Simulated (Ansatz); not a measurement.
# CH₃AlClLi (SMILES [Li][CH2][AlH][Cl]): one structure at several levels

An exercise on one series of results from a longer session: the logs are not shown, and one member is left open.

The runs use Ansatz 0.2.0, Gaussian basis; single points in def2-TZVPP.

Correlated methods freeze the cores. The outer core shell of Li, Na, Mg and K is correlated.

### The starting structure

SMILES `[Li][CH2][AlH][Cl]`, 7 atoms, charge 0, spin multiplicity 1.

Atoms are counted from 1 here; the program's logs count them from 0.

Bond lengths: Li1–C2 2.070 Å, C2–Al3 1.932 Å, C2–H5 1.109 Å, C2–H6 1.207 Å, Al3–Cl4 2.216 Å, Al3–H7 1.682 Å. Angles: Li1–C2–Al3 98.4°, Li1–C2–H5 104.9°, Li1–C2–H6 112.1°, Al3–C2–H5 111.7°, Al3–C2–H6 116.6°, H5–C2–H6 111.8°, C2–Al3–Cl4 134.5°, C2–Al3–H7 118.0°, Cl4–Al3–H7 107.4°.

Geometry (Å):

```mol
CH3AlClLi
  3D, bonds by distance, orders not assigned

  7  6  0  0  0  0  0  0  0  0999 V2000
   -0.1206    2.0964   -0.8789 Li  0  0
   -0.6680    0.6059    0.4489 C   0  0
    0.5163   -0.7828   -0.1834 Al  0  0
    0.2249   -2.8315   -0.9758 Cl  0  0
   -0.3610    0.9841    1.4455 H   0  0
   -1.8509    0.3703    0.4041 H   0  0
    2.1580   -0.4318   -0.2896 H   0  0
  1  2  8  0
  2  3  8  0
  2  5  8  0
  2  6  8  0
  3  4  8  0
  3  7  8  0
M  END
```

The first run:

File run/in.yaml:

```yaml
crystal:
  periodic: [false, false, false]
  atoms:
    - {symbol: Li, position_ang: [-0.120600, 2.096400, -0.878900]}
    - {symbol: C, position_ang: [-0.668000, 0.605900, 0.448900]}
    - {symbol: Al, position_ang: [0.516300, -0.782800, -0.183400]}
    - {symbol: Cl, position_ang: [0.224900, -2.831500, -0.975800]}
    - {symbol: H, position_ang: [-0.361000, 0.984100, 1.445500]}
    - {symbol: H, position_ang: [-1.850900, 0.370300, 0.404100]}
    - {symbol: H, position_ang: [2.158000, -0.431800, -0.289600]}
basis:
  gaussian: {orbitals: def2-TZVPP}
correlation: {method: ccsd_t}
output: {forces: true}
```

No record of the launch command was kept for these runs.

Steps of the session up to this table: CCSD(T)/def2-TZVPP; PBE0-D4/def2-TZVPP; wB97M-V/def2-TZVPP; r2SCAN-D4/def2-TZVPP; PBE-D4/def2-TZVPP; HSE06-D4/def2-TZVPP; revPBE-D4/def2-TZVPP.

One of the session's tables, all rows but one given; the rest of the session is left out.

```
   method  RMS force component (eV/Å)  angle to CCSD(T) forces (°)  dipole (D)
  CCSD(T)                       0.858                    reference        8.16
  PBE0-D4                       0.863                          3.8        8.09
  wB97M-V                       0.876                          4.3        7.98
r2SCAN-D4                       0.850                          3.6        8.18
   PBE-D4                       0.792                          5.6        7.91
 HSE06-D4                           ?                            ?           ?
revPBE-D4                       0.776                          6.2        7.90
```

Estimate the missing values for HSE06-D4.

As computed: RMS force component (eV/Å): 0.861; angle to CCSD(T) forces (°): 3.7; dipole (D): 8.09. In the column «RMS force component (eV/Å)» it lies between CCSD(T) (0.858) and PBE0-D4 (0.863).
